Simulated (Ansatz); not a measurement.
Ba2Tl5V3O12:

```xyz
22
Lattice="6.4899 -6.6769 -0.0476 6.4899 6.6769 -0.0476 -1.9674 0.0000 5.7522" Properties=species:S:1:pos:R:3 pbc="T T T"
Ba    6.4899    0.2782   -0.0476
Ba    6.4899   -3.9079   -0.0476
V     9.8970    1.9304    1.4039
V     1.1155    1.9304    4.2530
V     5.5062   -0.9938    2.8285
Tl    7.5378    2.3899    3.6011
Tl    3.4747    2.3899    2.0558
Tl    5.5062    6.4755    2.8285
Tl    2.4016   -1.2210    1.2385
Tl    8.6109   -1.2210    4.4184
O     0.8627    1.7317    2.5341
O     6.4815    0.0639    3.8372
O     7.0413   -3.2392    4.8045
O     8.1926    1.8299    1.1215
O     6.5476   -1.8120    1.7511
O     0.1757    0.7388    5.0824
O     4.4649   -1.8120    3.9058
O    10.8367    0.7388    0.5745
O     3.9711   -3.2392    0.8524
O     2.8198    1.8299    4.5354
O    10.1497    1.7317    3.1228
O     4.5309    0.0639    1.8197
```

The cell was built by a generator and needn't be a form met in nature.

Base run:

- Program: Ansatz 0.2.0
- Functional: PBE
- Potentials or basis: Ansatz PAW
- Cutoff: 420 eV (not typed: the program's choice for these potentials)
- k mesh: 3 × 3 × 5
- Occupations: fermi-dirac, width 0.05 eV
- Spin: collinear spin, ferromagnetic start
- Starting moments: [0.0, 0.0, 2.0, 2.0, 2.0, 0.0, 0.0, 0.0, 0.0, 0.0, 0.0, 0.0, 0.0, 0.0, 0.0, 0.0, 0.0, 0.0, 0.0, 0.0, 0.0, 0.0] μB

Its results: band gap on the k mesh 2.90 eV, indirect (least direct gap 2.95 eV); pressure 0.0 GPa; net moment 0.00 μB per cell; largest force 0.005 eV/Å.

Question: The run is repeated on the same cell with these changes: functional from PBE to PBEsol. What comes out?

Answer: Band gap on the k mesh 2.86 eV, indirect (least direct gap 2.91 eV); pressure -2.7 GPa; net moment 0.00 μB per cell; largest force 0.320 eV/Å.

PBEsol binds more tightly than PBE, so the same cell stands under less pressure.

Caveats: spin-orbit coupling is left out, which as a rule narrows the gap of such compounds by several tenths of an eV; the starting moments weren't kept; odd divisions of the mesh miss points on the zone boundary, where band edges often lie, so the gap on the mesh can be too wide (some runs); the PAW data sets come from PBE, with cores solved anew for the run's functional, which leaves a small shift of forces and pressure (some runs).
